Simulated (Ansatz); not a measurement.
**CH₄GeOS: one species, many methods**

The task here is to estimate one member of a computed series from the others.

The runs use Ansatz 0.2.0, Gaussian basis; functionals in def2-TZVPP, the program's frozen cores in correlated methods.

Plan: LDA (SPW92), PBE-D4, revPBE-D4, BLYP-D4, r2SCAN-D4, B97M-V, PBE0-D4, B3LYP-D4, r2SCANh-D4, r2SCAN0-D4, HSE06-D4, BHLYP-D4, CAM-B3LYP-D4, LC-ωPBE, ωB97X-V, ωB97M-V, B2PLYP, PBE-QIDH; CCSD(T)/def2-SVP; CCSD(T)/def2-TZVPP; MP2/def2-QZVPP; extrapolation to the limit; RPA on PBE.

### The geometry

An earlier PBE0-D4 in a triple-zeta def2 set relaxation fixed the geometry.

SMILES `C[O][Ge][SH]`, 8 atoms, charge 0, spin multiplicity 1.

Atoms are counted from 1 here; the program's logs count them from 0.

Bond lengths: C1–O2 1.403 Å, C1–H5 1.096 Å, C1–H6 1.096 Å, C1–H7 1.093 Å, O2–Ge3 1.779 Å, Ge3–S4 2.268 Å, S4–H8 1.343 Å. Angles: O2–C1–H5 111.7°, O2–C1–H6 111.7°, O2–C1–H7 108.3°, H5–C1–H6 108.6°, H5–C1–H7 108.1°, H6–C1–H7 108.2°, C1–O2–Ge3 131.2°, O2–Ge3–S4 103.1°, Ge3–S4–H8 98.3°.

Set-up of the first run:

in.yaml

```yaml
crystal:
  periodic: [false, false, false]
  atoms:
    - {symbol: C, position_ang: [-0.220601, 0.983984, 0.061920]}
    - {symbol: O, position_ang: [-0.739067, 0.065547, 0.987148]}
    - {symbol: Ge, position_ang: [-0.528203, -1.695032, 1.136730]}
    - {symbol: S, position_ang: [0.847565, -2.197308, -0.594766]}
    - {symbol: H, position_ang: [0.874987, 1.011887, 0.087959]}
    - {symbol: H, position_ang: [-0.541110, 0.754431, -0.960992]}
    - {symbol: H, position_ang: [-0.592629, 1.978385, 0.320118]}
    - {symbol: H, position_ang: [0.991258, -0.959094, -1.093815]}
basis:
  gaussian: {orbitals: def2-TZVPP}
hamiltonian: {xc: lda}
output: {orbitals: {seedname: orbitals}}
```

Steps of the session up to this table: LDA; PBE-D4 (GGA); revPBE-D4 (GGA); BLYP-D4 (GGA); r2SCAN-D4 (meta-GGA); B97M-V (meta-GGA); PBE0-D4 (hybrid); B3LYP-D4 (hybrid); r2SCANh-D4 (hybrid); r2SCAN0-D4 (hybrid); HSE06-D4 (hybrid); BHLYP-D4 (hybrid); CAM-B3LYP-D4 (range-separated); LC-ωPBE-D4 (range-separated; the results give it without D4); ωB97X-V (range-separated); ωB97M-V (range-separated); B2PLYP (double hybrid); PBE-QIDH (double hybrid).

One of the session's tables, all rows but one given; the rest of the session is left out.

It belongs to the step «Frontier levels by functional». 

```
  functional  HOMO (eV)  LUMO (eV)  gap (eV)
 LDA (SPW92)      -6.44      -2.87      3.57
      PBE-D4      -6.28      -2.66      3.62
   revPBE-D4      -6.22      -2.58      3.64
     BLYP-D4      -6.13      -2.54      3.58
   r2SCAN-D4      -6.55      -2.63      3.92
      B97M-V      -6.52      -2.54      3.99
     PBE0-D4      -7.34      -1.94      5.39
    B3LYP-D4      -7.14      -2.14      5.00
  r2SCANh-D4      -6.94      -2.35      4.58
  r2SCAN0-D4      -7.52      -1.93      5.58
    HSE06-D4      -6.94      -2.32      4.63
    BHLYP-D4          ?          ?         ?
CAM-B3LYP-D4      -8.58      -0.92      7.66
     LC-ωPBE      -9.84       0.15      9.99
     ωB97X-V      -9.52       0.07      9.60
     ωB97M-V      -9.40      -0.02      9.39
```

Q: Estimate the row for BHLYP-D4 from the others.

Worked estimate for «HOMO (eV)». Against the share of exact exchange, BLYP-D4 (0, -6.13), B3LYP-D4 (0.2, -7.14) give a slope of -5.05 per unit share; at 0.5 the line stands at -8.65.

As computed: HOMO (eV): -8.26; LUMO (eV): -1.12; gap (eV): 7.14. In «HOMO (eV)» the line misses by -0.39.
